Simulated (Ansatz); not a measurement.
# LaTe4: what a guessed cell relaxes into

Where does this trial cell of LaTe4 go when cell and atoms are let free?

Method: DFT PBE, scalar-relativistic, plane waves, PAW, in Ansatz 0.2.0.

### 1 The structure to begin with

Symmetry: F-43m, No. 216, cubic system. The conventional cell has a = 9.045 Å, b = 9.045 Å, c = 9.045 Å, α = 90.00°, β = 90.00°, γ = 90.00°. La (site symmetry -43m) is surrounded by 12 Te at 3.71 Å. Te (site symmetry 3m) is surrounded by 6 Te at 2.70 to 3.69 Å and 3 La at 3.71 Å.

Coordinates:

```
CELL_PARAMETERS angstrom
0.00000 4.52261 4.52261
4.52261 0.00000 4.52261
4.52261 4.52261 0.00000
ATOMIC_POSITIONS crystal
La 0.50000 0.50000 0.50000
Te 0.14442 0.14442 0.14442
Te 0.14442 0.14442 0.56673
Te 0.14442 0.56673 0.14442
Te 0.56673 0.14442 0.14442
```

Recipe of the guess: random cell by space group and Wyckoff sites (F-43m, No. 216). Its size is a rough estimate.

### 2 The guess as it stands, on a coarse mesh

Input file input.yaml:

```yaml
crystal:
  lattice:
    - [0.0, 4.52261119, 4.52261119]
    - [4.52261119, 0.0, 4.52261119]
    - [4.52261119, 4.52261119, 0.0]
  atoms:
    - { symbol: La, position: [0.5, 0.5, 0.5] }
    - { symbol: Te, position: [0.14442315, 0.14442315, 0.14442315] }
    - { symbol: Te, position: [0.14442315, 0.14442315, 0.56673056] }
    - { symbol: Te, position: [0.14442315, 0.56673056, 0.14442315] }
    - { symbol: Te, position: [0.56673056, 0.14442315, 0.14442315] }
basis:
  ecutwfc: 420
kpoints:
  mp_grid: { grid: [4, 4, 4] }
hamiltonian:
  xc: pbe
scf:
  occupations: { method: gaussian, width: 0.1 }
  lower_state_search: "off"
output:
  forces: true
  stress: true
  eigenvalues: true
```

Started as:

```bash
$ ansatz run input.yaml --threads 1 --pin off --max-ram 2560MiB --backend cpu --events-out ev --progress --plain --runs-dir out
```

The session goes on with these runs: a loose first relaxation; full relaxation.

**Question.** What will these runs give? Wanted: conventional cell; volume; energy over the elements; gap on the mesh.

The runs gave:

| quantity | value |
| --- | --- |
| symmetry at the end (tolerance 0.05 Å) | space group F-43m (No. 216) |
| conventional cell | a = 9.115 Å, b = 9.115 Å, c = 9.115 Å, α = 90.00°, β = 90.00°, γ = 90.00° |
| volume | 37.87 Å³/atom |
| energy over the elements | -0.26 eV/atom |
| gap on the mesh | none (metal) |

**Reading.** The space group F-43m (No. 216) is kept, and the volume per atom grows by 2.3 % from the first guess. A negative formation energy is needed for stability but isn't enough; other structures and compounds were not set against it here. No finished test with a distortion of lower symmetry is shown, so the end may be a saddle point. The runs treat La, Te without spin-orbit coupling.
